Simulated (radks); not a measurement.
**Fractional charge and spin in the 5p shell of lanthanum**

Aim: the energy as the spin-up occupation of 5p runs from 2 to 3 and the spin-down one from 2 to 3, against the two flat planes that join the four corners. Added charge counts from the emptiest corner (up 2, down 2).

Method: scalar-relativistic Kohn-Sham, SCAN, spin-polarised, spherical densities, finite nucleus. Code: radks (a radial shooting solver on a logarithmic mesh, Libxc functionals) version 1.

## 1. The atom as given

```
element            : lanthanum (Z = 57)
configuration      : [Kr] 4d10 5s2 5d(up 1, down 1) 5p(up 3, down 3)
nuclear rms radius : 4.855 fm
```

A shell typed twice in an input gives spin up, then spin down.

## 2. 5p: up 3, down 3

The run's settings:

```text
Z 57
configuration [Kr] 4d10 5s2 5d1 5d1 5p3 5p3
relativity scalar-relativistic
functional scan,scan
spin polarised
nucleus finite rms 4.855 fm
c 137.035999084
```

## 3. 5p: up 3, down 2.75

The run's settings:

```text
Z 57
configuration [Kr] 4d10 5s2 5d1 5d1 5p3 5p2.75
relativity scalar-relativistic
functional scan,scan
spin polarised
nucleus finite rms 4.855 fm
c 137.035999084
```

## 4. 5p: up 3, down 2.5

The run's settings:

```text
Z 57
configuration [Kr] 4d10 5s2 5d1 5d1 5p3 5p2.5
relativity scalar-relativistic
functional scan,scan
spin polarised
nucleus finite rms 4.855 fm
c 137.035999084
```

## 5. 5p: up 3, down 2.25

The run's settings:

```text
Z 57
configuration [Kr] 4d10 5s2 5d1 5d1 5p3 5p2.25
relativity scalar-relativistic
functional scan,scan
spin polarised
nucleus finite rms 4.855 fm
c 137.035999084
```

## 6. 5p: up 3, down 2

The run's settings:

```text
Z 57
configuration [Kr] 4d10 5s2 5d1 5d1 5p3 5p2
relativity scalar-relativistic
functional scan,scan
spin polarised
nucleus finite rms 4.855 fm
c 137.035999084
```

## 7. 5p: up 2.75, down 2.75

The run's settings:

```text
Z 57
configuration [Kr] 4d10 5s2 5d1 5d1 5p2.75 5p2.75
relativity scalar-relativistic
functional scan,scan
spin polarised
nucleus finite rms 4.855 fm
c 137.035999084
```

## 8. 5p: up 2.75, down 2.5

The run's settings:

```text
Z 57
configuration [Kr] 4d10 5s2 5d1 5d1 5p2.75 5p2.5
relativity scalar-relativistic
functional scan,scan
spin polarised
nucleus finite rms 4.855 fm
c 137.035999084
```

## 9. 5p: up 2.75, down 2.25

The run's settings:

```text
Z 57
configuration [Kr] 4d10 5s2 5d1 5d1 5p2.75 5p2.25
relativity scalar-relativistic
functional scan,scan
spin polarised
nucleus finite rms 4.855 fm
c 137.035999084
```

## 10. 5p: up 2.75, down 2

The run's settings:

```text
Z 57
configuration [Kr] 4d10 5s2 5d1 5d1 5p2.75 5p2
relativity scalar-relativistic
functional scan,scan
spin polarised
nucleus finite rms 4.855 fm
c 137.035999084
```

## 11. 5p: up 2.5, down 2.5

The run's settings:

```text
Z 57
configuration [Kr] 4d10 5s2 5d1 5d1 5p2.5 5p2.5
relativity scalar-relativistic
functional scan,scan
spin polarised
nucleus finite rms 4.855 fm
c 137.035999084
```

## 12. 5p: up 2.5, down 2.25

The run's settings:

```text
Z 57
configuration [Kr] 4d10 5s2 5d1 5d1 5p2.5 5p2.25
relativity scalar-relativistic
functional scan,scan
spin polarised
nucleus finite rms 4.855 fm
c 137.035999084
```

## 13. 5p: up 2.5, down 2

The run's settings:

```text
Z 57
configuration [Kr] 4d10 5s2 5d1 5d1 5p2.5 5p2
relativity scalar-relativistic
functional scan,scan
spin polarised
nucleus finite rms 4.855 fm
c 137.035999084
```

## 14. 5p: up 2.25, down 2.25

The run's settings:

```text
Z 57
configuration [Kr] 4d10 5s2 5d1 5d1 5p2.25 5p2.25
relativity scalar-relativistic
functional scan,scan
spin polarised
nucleus finite rms 4.855 fm
c 137.035999084
```

## 15. 5p: up 2.25, down 2

The run's settings:

```text
Z 57
configuration [Kr] 4d10 5s2 5d1 5d1 5p2.25 5p2
relativity scalar-relativistic
functional scan,scan
spin polarised
nucleus finite rms 4.855 fm
c 137.035999084
```

## 16. 5p: up 2, down 2

The run's settings:

```text
Z 57
configuration [Kr] 4d10 5s2 5d1 5d1 5p2 5p2
relativity scalar-relativistic
functional scan,scan
spin polarised
nucleus finite rms 4.855 fm
c 137.035999084
```

**Question.** What will these runs give? Wanted: for each run, down \ up; 2; 2.25; 2.5; 2.75; 3.

As calculated:

```
down \ up       2    2.25     2.5    2.75       3
        2   0.000  -0.993  -1.328  -0.989   0.000
     2.25  -0.993  -1.233  -0.813   0.243  -0.891
      2.5  -1.328  -0.813   0.325  -0.738  -1.185
     2.75  -0.989   0.243  -0.738  -1.110  -0.877
        3   0.000  -0.891  -1.185  -0.877   0.000
```

**Reading.** The table gives the energy in eV minus the planes, whose edge runs along up + down = one added electron; mirror points follow by spin symmetry. With half an added electron in each spin it lies 0.33 eV above the planes. With half an electron added in spin up alone it lies 1.33 eV below them. The planes are only a guide here: the condition holds for ground states with one frontier orbital, and this shell is degenerate.
